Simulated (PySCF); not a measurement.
# C2H9OPSi: the cost of one run

Computed with PySCF 2.14.0, with density-fitted response routines of our own, on a single molecule in the gas phase. Atoms count from 0, in the outputs and in this text.

## Step 1: Starting geometry

14 atoms, charge 0, multiplicity 1; geometry from: GFN2-xTB. The atoms were then displaced at random by about 0.01 Å, so the start is not that level's minimum.

Bonds of the start (Å): C0–C1 1.51, C1–Si2 1.90, Si2–O3 1.62, Si2–P4 2.27, C0–H5 1.07, C0–H6 1.11, C0–H7 1.07, C1–H8 1.11, C1–H9 1.08, Si2–H10 1.48, O3–H11 0.94, P4–H12 1.39, P4–H13 1.37.

## Step 2: Geometry optimisation at PBE0-D3(BJ)/def2-SVP

Job settings and geometry (Å):

```
{"job": {"xc": "PBE0", "basis": "def2-SVP", "d3": "d3bj", "grid": 1, "shake": 0.01, "kind": "geom"}, "charge": 0, "multiplicity": 1}
C     -2.055800     0.131980     0.021580
C     -0.692620     0.765640    -0.112230
Si     0.679990    -0.541540    -0.058400
O      0.558660    -1.672870    -1.207580
P      2.632820     0.551020    -0.416530
H     -2.199240    -0.312780     0.985310
H     -2.840470     0.914200    -0.087870
H     -2.215360    -0.594610    -0.752020
H     -0.548280     1.511990     0.701530
H     -0.626010     1.319140    -1.042170
H      0.624330    -1.384840     1.151000
H      0.648420    -1.481820    -2.124620
H      2.604760     1.233270     0.794080
H      3.421630    -0.453860     0.085420
```

Run with:

```
OMP_NUM_THREADS=1 python probes_run.py task.json out
```

This one command runs all jobs of the session in turn.

**Question.** How long does this first job take on 1 thread of Arm Neoverse V1, shared host, and how much memory does it need?

About 28 s, with a peak of 0.51 GiB.
